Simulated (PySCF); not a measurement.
# H3Ge···C2H2N: magnetic exchange

Computed with PySCF 2.14.0 and routines of our own; the level stands in each step. Atoms count from 0.

## (1) The system as given

9 atoms, charge 0, high-spin multiplicity 3; geometry from: GFN2-xTB fragments, placed rigidly.

The system (radical pair): H3Ge···C2H2N. The radical centres are 2.74 Å apart, edge to face; the spin sites are atoms 0, 1, 2, 3 (1 unpaired) and atoms 4, 5, 6, 7, 8 (1 unpaired).

## (2) Magnetic exchange: CASSCF and SC-NEVPT2/def2-SVP (2,2)

Job settings and geometry (Å):

```
{"job": {"kind": "cas", "basis": "def2-SVP", "active": "magnetic", "zfs": true}, "charge": 0, "high_spin_multiplicity": 3, "spin_sites": [[[0, 1, 2, 3], 1], [[4, 5, 6, 7, 8], 1]]}
Ge    -0.777800    -0.000100    -1.392900
H     -0.612900     1.378100    -2.062200
H     -2.053700    -0.546400    -2.062200
H      0.333500    -0.831800    -2.062200
C      0.622200    -0.000100     0.959100
C      0.622700    -0.000700     2.313500
N      0.622400    -0.000300     3.476100
H      1.085500    -0.802400     0.413800
H      0.158100     0.803900     0.417100
```

Level: CASSCF and SC-NEVPT2/def2-SVP spin states, gas phase.

Run with:

```
OMP_NUM_THREADS=1 python exch_run.py task.json out
```

The driver reads the jobs from task.json and runs them one after another.

**Question.** How long does this first job take on 1 thread of Arm Neoverse V1, shared host, and how much memory does it need?

About 4.3 s, with a peak of 0.26 GiB.
